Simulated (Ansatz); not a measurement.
# SiH₂BrN (SMILES N=[SiH]Br): one structure at several levels

Aim: energy, forces and dipole at a structure displaced at random from a GFN2-xTB minimum, from CCSD(T) and from density functionals.

The runs use Ansatz 0.2.0, Gaussian basis; single points in def2-TZVPP.

Cores are frozen in the correlated methods. Filled d shells of the heavier atoms are correlated.

**1. Starting geometry**

SMILES `N=[SiH]Br`, 5 atoms, charge 0, spin multiplicity 1.

Atoms are counted from 1 here; the program's logs count them from 0.

Bond lengths: N1–Si2 1.527 Å, N1–H4 0.977 Å, Si2–Br3 2.299 Å, Si2–H5 1.629 Å. Angles: Si2–N1–H4 121.1°, N1–Si2–Br3 111.5°, N1–Si2–H5 147.9°, Br3–Si2–H5 96.9°.

As a file:

```
N    -0.6945   -1.0141    0.1099
Si    0.2489    0.1714   -0.0808
Br   -0.8739    2.0244   -0.8482
H    -0.3506   -1.9055    0.3130
H     1.6064    0.9443    0.3823
```

**2. CCSD(T)/def2-TZVPP**

Input file run/in.yaml:

```yaml
crystal:
  periodic: [false, false, false]
  atoms:
    - {symbol: N, position_ang: [-0.694500, -1.014100, 0.109900]}
    - {symbol: Si, position_ang: [0.248900, 0.171400, -0.080800]}
    - {symbol: Br, position_ang: [-0.873900, 2.024400, -0.848200]}
    - {symbol: H, position_ang: [-0.350600, -1.905500, 0.313000]}
    - {symbol: H, position_ang: [1.606400, 0.944300, 0.382300]}
basis:
  gaussian: {orbitals: def2-TZVPP}
correlation: {method: ccsd_t}
output: {forces: true}
```

No record of the launch command was kept for these runs.

**3. PBE0-D4/def2-TZVPP**

Edit run/in.yaml of step 2 so:

```diff
@@ -10,3 +10,3 @@
   gaussian: {orbitals: def2-TZVPP}
-correlation: {method: ccsd_t}
-output: {forces: true}
+hamiltonian: {xc: pbe0, dispersion: d4}
+output: {forces: true, orbitals: {seedname: orbitals}}
```

**4. wB97M-V/def2-TZVPP**

Edit run/in.yaml of step 3 so:

```diff
@@ -10,3 +10,3 @@
   gaussian: {orbitals: def2-TZVPP}
-hamiltonian: {xc: pbe0, dispersion: d4}
-output: {forces: true, orbitals: {seedname: orbitals}}
+hamiltonian: {xc: {name: wB97M-V}}
+output: {forces: true}
```

**5. r2SCAN-D4/def2-TZVPP**

Edit run/in.yaml of step 4 so:

```diff
@@ -10,3 +10,3 @@
   gaussian: {orbitals: def2-TZVPP}
-hamiltonian: {xc: {name: wB97M-V}}
+hamiltonian: {xc: r2scan, dispersion: d4}
 output: {forces: true}
```

**6. PBE-D4/def2-TZVPP**

Edit run/in.yaml of step 5 so:

```diff
@@ -10,3 +10,3 @@
   gaussian: {orbitals: def2-TZVPP}
-hamiltonian: {xc: r2scan, dispersion: d4}
+hamiltonian: {xc: pbe, dispersion: d4}
 output: {forces: true}
```

**7. BHLYP-D4/def2-TZVPP**

Edit run/in.yaml of step 6 so:

```diff
@@ -10,3 +10,3 @@
   gaussian: {orbitals: def2-TZVPP}
-hamiltonian: {xc: pbe, dispersion: d4}
+hamiltonian: {xc: {name: BHLYP}, dispersion: d4}
 output: {forces: true}
```

**8. BLYP-D4/def2-TZVPP**

Edit run/in.yaml of step 7 so:

```diff
@@ -10,3 +10,3 @@
   gaussian: {orbitals: def2-TZVPP}
-hamiltonian: {xc: {name: BHLYP}, dispersion: d4}
+hamiltonian: {xc: {name: BLYP}, dispersion: d4}
 output: {forces: true}
```

(Steps that only read results are left out.)

Before running it: what results should come out? Wanted: energy less free atoms, CCSD(T)/def2-TZVPP; RMS force component; RMS force error; HOMO and LUMO, PBE0-D4; T1 diagnostic.

**Answer**, as computed:

| quantity | value |
| --- | --- |
| energy less free atoms, CCSD(T)/def2-TZVPP | -325.3 kcal/mol |
| RMS force component | 1.677 to 1.972 eV/Å over the methods |
| RMS force error | PBE0-D4 0.247, wB97M-V 0.270, r2SCAN-D4 0.173, PBE-D4 0.198, BHLYP-D4 0.449, BLYP-D4 0.223 eV/Å |
| HOMO and LUMO, PBE0-D4 | -8.13 and -2.28 eV |
| T1 diagnostic | 0.014 |

**Reading.** Against CCSD(T) the functionals' energies less atoms differ by -26.2 to +2.0 kcal/mol, PBE-D4 by -26.2 kcal/mol. CCSD(T) in triple zeta still lacks some correlation energy of the bonds, so part of these gaps is its own basis error and they don't rank the functionals. For forces r2SCAN-D4 does best and BHLYP-D4 worst. Frozen-core CCSD(T) forces in triple zeta carry basis errors of their own, and this is one geometry, so small gaps rank nothing.
